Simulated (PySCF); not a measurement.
**C2H5BF3−: geometry, NMR shifts, spin-spin couplings and electronic excitations**

Wanted: the NMR shifts, spin-spin couplings and electronic excitations of C2H5BF3− (`[BH3-]CC(F)(F)F`), by calculation.

The runs use PySCF 2.14.0, with density-fitted response routines of our own; the level of theory stands in each step. All values are computed, except where a source is named. Atoms are numbered from 0 throughout.

### Step 1. Starting geometry

11 atoms, charge -1, multiplicity 1; geometry from: GFN2-xTB.

Bonds of the start (Å): B0–C1 1.68, C1–C2 1.47, C2–F3 1.35, C2–F4 1.40, C2–F5 1.35, B0–H6 1.21, B0–H7 1.21, B0–H8 1.22, C1–H9 1.09, C1–H10 1.09.

### Step 2. Relaxing the molecule at PBE0-D3(BJ)/def2-SVP

Job settings and geometry (Å):

```
{"job": {"xc": "PBE0", "basis": "def2-SVP", "d3": "d3bj", "grid": 1, "kind": "geom"}, "charge": -1, "multiplicity": 1}
B     -1.386941     0.196346     0.396622
C      0.039429    -0.645338     0.120857
C      1.210721     0.238336    -0.025522
F      1.166875     1.093355    -1.067140
F      2.412290    -0.450485    -0.254574
F      1.511125     0.989144     1.053267
H     -1.288202     0.832283     1.423614
H     -1.608534     0.932764    -0.540130
H     -2.275091    -0.627318     0.499058
H      0.254472    -1.323112     0.948815
H     -0.030718    -1.233304    -0.795899
```

The log of the run:

```text
step   0  E = -402.93067066  max force = 0.030539
step   1  E = -402.93189056  max force = 0.026012
step   2  E = -402.93316919  max force = 0.007238
step   3  E = -402.93348935  max force = 0.002555
step   4  E = -402.93351112  max force = 0.000741
step   5  E = -402.93351534  max force = 0.000333
optimisation converged
```

It took 28 s on 1 thread, shared host.

Along the way:

```
step  energy from step 0 (eV)  largest force component (eV/Å)
   0                   0.0000                          1.5704
   1                  -0.0332                          1.3376
   2                  -0.0680                          0.3722
   3                  -0.0767                          0.1314
   4                  -0.0773                          0.0381
   5                  -0.0774                          0.0171
```

Distances of close pairs at the start and the end, largest changes first:

```
  bond  before (Å)  after (Å)  change (Å)
 B0–H6       1.212      1.245      +0.033
 B0–H7       1.212      1.245      +0.033
 B0–H8       1.216      1.249      +0.033
 C2–F4       1.404      1.372      -0.031
 B0–C1       1.679      1.654      -0.025
C1–H10       1.091      1.105      +0.013
 C1–H9       1.091      1.105      +0.013
 C1–C2       1.475      1.486      +0.011
```

The next job starts from the end point, and lists it.

```
                         at the end point                value
  point group (found at 0.08 Å tolerance)                   Cs
rotational constants (GHz, main isotopes)  5.221, 2.619, 2.602
```

### Step 3. Shielding tensors: PBE0/pcSseg-1

Job settings and geometry (Å):

```
{"job": {"kind": "nmr", "xc": "PBE0", "basis": "pcSseg-1"}, "charge": -1, "multiplicity": 1}
B     -1.298869     0.518432     0.415124
C     -0.111122    -0.598911     0.138835
C      1.266332    -0.077441    -0.056114
F      1.388167     0.760045    -1.103773
F      2.187549    -1.065567    -0.297892
F      1.753562     0.582358     1.012465
H     -1.054695     1.169904     1.448102
H     -1.403623     1.293925    -0.553568
H     -2.375998    -0.094966     0.565028
H     -0.039566    -1.315246     0.976819
H     -0.332020    -1.195988    -0.764029
```

With the program's defaults for keys left out, this is: GIAO PBE0/pcSseg-1 NMR shielding, non-relativistic, gas phase.

The log of the run:

```text
coarse grid: 9616 points
cycle   1  E = -402.9719714643  dE =  5.787e-01  |g| = 9.350e-01  |ddm| = 2.670e+00
cycle   2  E = -402.8723497084  dE =  9.962e-02  |g| = 1.269e+00  |ddm| = 1.412e+00
cycle   3  E = -403.1496200098  dE = -2.773e-01  |g| = 8.025e-02  |ddm| = 7.040e-01
cycle   4  E = -403.1510189092  dE = -1.399e-03  |g| = 3.873e-02  |ddm| = 1.045e-01
cycle   5  E = -403.1513644869  dE = -3.456e-04  |g| = 6.402e-03  |ddm| = 3.551e-02
cycle   6  E = -403.1513737348  dE = -9.248e-06  |g| = 1.762e-03  |ddm| = 7.027e-03
final grid: 95296 points
cycle   7  E = -403.2053538427  dE = -3.735e-05  |g| = 7.821e-03  |ddm| = 1.948e-02
cycle   8  E = -403.2053441493  dE =  9.693e-06  |g| = 1.089e-02  |ddm| = 1.299e-02
cycle   9  E = -403.2053666169  dE = -2.247e-05  |g| = 5.140e-04  |ddm| = 6.869e-03
cycle  10  E = -403.2053666617  dE = -4.480e-08  |g| = 2.431e-04  |ddm| = 5.475e-04
cycle  11  E = -403.2053666730  dE = -1.138e-08  |g| = 3.121e-05  |ddm| = 1.703e-04
cycle  12  E = -403.2053666732  dE = -1.772e-10  |g| = 1.088e-05  |ddm| = 2.828e-05
converged SCF energy = -403.2053666732

GIAO shielding tensors (ppm)
atom      isotropic    diamagn.    paramagn.     s11        s22        s33       span
  0 B      140.889     183.106     -42.217    135.190    135.394    152.084     16.894
  1 C      156.567     248.193     -91.626    137.848    153.154    178.699     40.851
  2 C       42.504     241.665    -199.161     22.061     38.267     67.184     45.123
  3 F      261.638     475.365    -213.727    166.030    273.054    345.829    179.799
  4 F      237.418     474.900    -237.483    136.847    219.511    355.895    219.048
  5 F      261.504     474.614    -213.109    166.100    271.809    346.603    180.503
  6 H       30.527      28.928       1.600     27.769     29.612     34.201      6.432
  7 H       30.526      28.925       1.601     27.763     29.610     34.205      6.442
  8 H       30.769      28.999       1.770     28.357     29.376     34.574      6.217
  9 H       30.415      30.240       0.174     26.356     30.207     34.681      8.325
 10 H       30.416      30.563      -0.147     26.348     30.216     34.684      8.336
```

Run time: 12 s. Hardware: 1 thread, shared host.

Shifts follow as δ = σ(reference) − σ, with reference shieldings (ppm) from runs at the same level and on the same kind of geometry: 1H TMS 31.27, 13C TMS 184.4, 19F CFCl3 177.2, 11B BF3·OEt2 100.7. The references are single molecules in the gas phase, so shifts against H2O, NH3, PH3, H3PO4 or CFCl3 are not on the usual liquid scales and can be off by tens of ppm. Atoms listed in one row are averaged.

```
     atoms                         environment  σ (ppm)  δ (ppm)
        C2                          CF3 carbon     42.5    141.9
        C1                 sp3 CH2 bonded to B    156.6     27.8
   H9, H10  hydrogen on an sp3 CH2 bonded to B    30.42     0.85
H6, H7, H8     hydrogen on a boron bonded to C    30.61     0.66
        B0              boron bonded to C, 3 H    140.9    -40.2
F3, F4, F5             fluorine of a CF3 group    253.5    -76.3
```

Charges from the same density, by scheme (e):

```
     atoms  Mulliken    IAO  Hirshfeld  ESP fit
        B0     -0.08  -0.49      -0.20     0.04
        C1     -0.43  -0.40      -0.19    -0.21
        C2      0.73   0.80       0.24     0.60
F3, F4, F5     -0.31  -0.32      -0.13    -0.26
```

Mayer bond orders: B0–C1 0.83, C1–C2 1.07, C2–F3 0.98, C2–F4 0.94, C2–F5 0.98.

### Step 4. J couplings: B3LYP/pcJ-1

Same as in step 3 but for these lines:

```diff
@@ -1,2 +1,2 @@
-{"job": {"kind": "nmr", "xc": "PBE0", "basis": "pcSseg-1"}, "charge": -1, "multiplicity": 1}
+{"job": {"kind": "j", "xc": "B3LYP", "basis": "pcJ-1"}, "charge": -1, "multiplicity": 1}
 B     -1.298869     0.518432     0.415124
```

Method: B3LYP/pcJ-1 indirect spin-spin coupling, non-relativistic, gas phase.

The log of the run:

```text
coarse grid: 9616 points
cycle   1  E = -403.4182756535  dE =  5.334e-01  |g| = 1.000e+00  |ddm| = 2.542e+00
cycle   2  E = -403.2562555660  dE =  1.620e-01  |g| = 1.459e+00  |ddm| = 1.527e+00
cycle   3  E = -403.6138485344  dE = -3.576e-01  |g| = 9.042e-02  |ddm| = 7.991e-01
cycle   4  E = -403.6153763899  dE = -1.528e-03  |g| = 5.423e-02  |ddm| = 1.240e-01
cycle   5  E = -403.6160477102  dE = -6.713e-04  |g| = 8.089e-03  |ddm| = 4.567e-02
cycle   6  E = -403.6160614208  dE = -1.371e-05  |g| = 2.305e-03  |ddm| = 8.202e-03
cycle   7  E = -403.6160625329  dE = -1.112e-06  |g| = 3.051e-04  |ddm| = 1.776e-03
final grid: 95296 points
cycle   8  E = -403.6677611893  dE = -1.581e-04  |g| = 7.182e-03  |ddm| = 1.558e-02
cycle   9  E = -403.6677526684  dE =  8.521e-06  |g| = 1.021e-02  |ddm| = 9.075e-03
cycle  10  E = -403.6677687166  dE = -1.605e-05  |g| = 4.556e-04  |ddm| = 5.386e-03
cycle  11  E = -403.6677687357  dE = -1.910e-08  |g| = 2.751e-04  |ddm| = 4.158e-04
cycle  12  E = -403.6677687507  dE = -1.495e-08  |g| = 3.933e-05  |ddm| = 1.879e-04
cycle  13  E = -403.6677687509  dE = -2.582e-10  |g| = 1.548e-05  |ddm| = 3.788e-05
converged SCF energy = -403.6677687509

Indirect spin-spin couplings (Hz)
  i      j    bonds     total        FC       PSO       DSO        SD
  0 B    1 C    1     38.744    38.304    -0.402     0.227     0.616
  0 B    2 C    2     -1.772    -1.668    -0.153     0.087    -0.038
  0 B    3 F    3      3.822     4.304    -0.483     0.025    -0.024
  0 B    4 F    3      9.640     8.814     0.608    -0.404     0.622
  0 B    5 F    3      3.456     3.905    -0.442     0.017    -0.024
  0 B    6 H    1     92.505    91.874    -0.166     0.697     0.101
  0 B    7 H    1     92.680    92.049    -0.167     0.696     0.101
  0 B    8 H    1     90.774    90.116    -0.079     0.639     0.098
  0 B    9 H    2     -4.969    -5.026     0.133    -0.155     0.078
  0 B   10 H    2     -4.965    -5.021     0.134    -0.155     0.078
  1 C    2 C    1     55.267    57.449    -2.570     0.387         -
  1 C    3 F    2     37.415    41.254    -4.431    -0.019     0.612
  1 C    4 F    2     -2.404     2.956    -6.563    -0.040     1.243
  1 C    5 F    2     36.752    40.681    -4.509    -0.019     0.599
  1 C    6 H    2     -1.757    -1.769    -0.083     0.095         -
  1 C    7 H    2     -1.777    -1.788    -0.083     0.095         -
  1 C    8 H    2     -1.214    -1.215    -0.098     0.099         -
  1 C    9 H    1    120.838   118.433     1.429     0.976         -
  1 C   10 H    1    120.818   118.414     1.429     0.976         -
  2 C    3 F    1   -338.934  -315.500   -34.364     1.368     9.563
  2 C    4 F    1   -334.491  -321.035   -26.492     1.357    11.680
  2 C    5 F    1   -338.733  -315.504   -34.205     1.367     9.609
  2 C    6 H    3      1.763     1.778    -0.209     0.194         -
  2 C    7 H    3      1.625     1.642    -0.205     0.187         -
  2 C    8 H    3     13.506    13.440     0.177    -0.112         -
  2 C    9 H    2     -6.135    -5.960    -0.563     0.388         -
  2 C   10 H    2     -6.101    -5.926    -0.561     0.387         -
  3 F    4 F    2     57.154    53.106   -43.766    -0.278    48.092
  3 F    5 F    2     59.496    48.975   -35.321    -0.340    46.181
  3 F    6 H    4     -0.240    -0.381     0.597    -0.320    -0.135
  3 F    7 H    4      4.040     4.474    -1.163     0.821    -0.092
  3 F    8 H    4      1.902     2.111     0.683    -0.789    -0.102
  3 F    9 H    3     39.827    40.974     0.955    -2.124     0.022
  3 F   10 H    3      1.569     1.572     0.353     0.010    -0.365
  4 F    5 F    2     56.932    52.421   -43.306    -0.277    48.093
  4 F    6 H    4     -0.806    -0.587     0.949    -1.142    -0.026
  4 F    7 H    4     -0.821    -0.608     0.946    -1.127    -0.031
  4 F    8 H    4      4.153     3.701     1.214    -0.979     0.217
  4 F    9 H    3      5.646     6.349    -0.368     0.168    -0.503
  4 F   10 H    3      6.657     7.401    -0.420     0.209    -0.533
  5 F    6 H    4      3.877     4.292    -1.134     0.813    -0.094
  5 F    7 H    4     -0.199    -0.345     0.651    -0.372    -0.134
  5 F    8 H    4      1.630     1.836     0.679    -0.782    -0.103
  5 F    9 H    3      2.359     2.428     0.276     0.060    -0.404
  5 F   10 H    3     39.996    41.147     0.950    -2.121     0.020
  6 H    7 H    2     -8.986    -9.067     0.934    -0.854         -
  6 H    8 H    2    -10.616   -10.671     1.014    -0.960         -
  6 H    9 H    3      3.480     3.491     0.044    -0.055         -
  6 H   10 H    3     12.488    12.543     1.739    -1.793         -
  7 H    8 H    2    -10.545   -10.599     1.016    -0.962         -
  7 H    9 H    3     12.397    12.452     1.737    -1.792         -
  7 H   10 H    3      3.672     3.682     0.025    -0.035         -
  8 H    9 H    3      4.357     4.366     0.005    -0.014         -
  8 H   10 H    3      4.177     4.188     0.026    -0.036         -
  9 H   10 H    2    -14.291   -14.655     1.922    -1.557         -
```

Run time: 45 s. Hardware: 1 thread, shared host.

Couplings of 1 Hz or more, nine at most for each number of bonds, with means over like pairs (isotopes 11B, 13C, 19F, 1H):

```
  pair  bonds  J (Hz)  Fermi contact (Hz)
 C2–F3      1  -337.4              -317.3
 C1–H9      1   120.8               118.4
 B0–H6      1    92.0                91.3
 C1–C2      1    55.3                57.4
 B0–C1      1    38.7                38.3
 F3–F4      2    57.9                51.5
 C1–F3      2    23.9                28.3
H9–H10      2   -14.3               -14.7
 H6–H7      2   -10.0               -10.1
 C2–H9      2    -6.1                -5.9
 B0–H9      2    -5.0                -5.0
 B0–C2      2    -1.8                -1.7
 C1–H6      2    -1.6                -1.6
 F3–H9      3    16.0                16.6
 H6–H9      3     6.8                 6.8
 B0–F3      3     5.6                 5.7
 C2–H6      3     5.6                 5.6
 F3–H6      4     1.5                 1.6
```

The spin-dipole term was solved for some atoms only; pairs without it lack that part.

Quadrupole couplings from the field gradients of the same density:

```
atom  isotope  eQq/h (MHz)     η
  B0      11B        0.456  0.23
```

Shifts (PBE0/pcSseg-1, unscaled) and these couplings together give the proton spectrum at 400 MHz below. Couplings to quadrupolar nuclei are left out.

1H NMR δ 0.85 (m, 2H), 0.66 (br, 3H).

(Part 1 of 2 ends here.)
